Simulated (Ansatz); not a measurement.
# AlAsH6: how energies converge with the basis set

The task here is to estimate one member of a computed series from the others.

The runs use Ansatz 0.2.0, Gaussian basis; one geometry, several basis sets.

The runs, in order: PBE0-D4/def2-SVP; ωB97M-V/def2-SVP; PBE0-D4/def2-QZVPP; ωB97M-V/def2-QZVPP; the functionals' def2-TZVPP values are taken from earlier runs.

## Structure used throughout

All runs share one geometry, relaxed beforehand with PBE0-D4 in a triple-zeta def2 set.

SMILES `[AlH3-][AsH3+]`, 8 atoms, charge 0, spin multiplicity 1.

Atoms are counted from 1 here; the program's logs count them from 0.

Bond lengths: Al1–As2 2.650 Å, Al1–H3 1.596 Å, Al1–H4 1.596 Å, Al1–H5 1.596 Å, As2–H6 1.508 Å, As2–H7 1.508 Å, As2–H8 1.508 Å. Angles: As2–Al1–H3 96.5°, As2–Al1–H4 96.4°, As2–Al1–H5 96.4°, H3–Al1–H4 118.8°, H3–Al1–H5 118.8°, H4–Al1–H5 118.8°, Al1–As2–H6 120.0°, Al1–As2–H7 120.1°, Al1–As2–H8 120.0°, H6–As2–H7 97.1°, H6–As2–H8 97.1°, H7–As2–H8 97.1°.

Coordinates:

```
Al   -0.5351    0.1915   -1.4343
As    0.4052   -0.1506    1.0196
H     0.2056   -1.0623   -2.0867
H    -2.0789    0.0587   -1.0529
H     0.0781    1.6476   -1.6579
H     1.2096    0.9416    1.6778
H     1.3531   -1.2853    1.3150
H    -0.5454   -0.3982    2.1635
```

The first run:

The input, in.yaml:

```yaml
crystal:
  periodic: [false, false, false]
  atoms:
    - {symbol: Al, position_ang: [-0.535084, 0.191480, -1.434298]}
    - {symbol: As, position_ang: [0.405154, -0.150610, 1.019621]}
    - {symbol: H, position_ang: [0.205578, -1.062345, -2.086652]}
    - {symbol: H, position_ang: [-2.078854, 0.058678, -1.052870]}
    - {symbol: H, position_ang: [0.078112, 1.647620, -1.657882]}
    - {symbol: H, position_ang: [1.209587, 0.941585, 1.677832]}
    - {symbol: H, position_ang: [1.353117, -1.285252, 1.314977]}
    - {symbol: H, position_ang: [-0.545412, -0.398156, 2.163471]}
basis:
  gaussian: {orbitals: def2-SVP}
hamiltonian: {xc: pbe0, dispersion: d4}
output: {orbitals: {seedname: orbitals}}
```

Among the steps run: PBE0-D4 in def2-SVP; ωB97M-V in def2-SVP; PBE0-D4 in def2-QZVPP; ωB97M-V in def2-QZVPP.

One table of the session follows, with a row left open; its other results are not shown here.

It belongs to the step «Density functionals: the series». 

| functional | basis | HOMO (eV) |
| --- | --- | --- |
| PBE0-D4 | def2-SVP | ? |
| PBE0-D4 | def2-TZVPP | -7.86 |
| PBE0-D4 | def2-QZVPP | -7.86 |
| ωB97M-V | def2-SVP | -10.00 |
| ωB97M-V | def2-TZVPP | -10.11 |
| ωB97M-V | def2-QZVPP | -10.12 |

Estimate the missing values for PBE0-D4, def2-SVP.

The run gave: HOMO (eV): -7.81. In the column «HOMO (eV)» it is the highest.
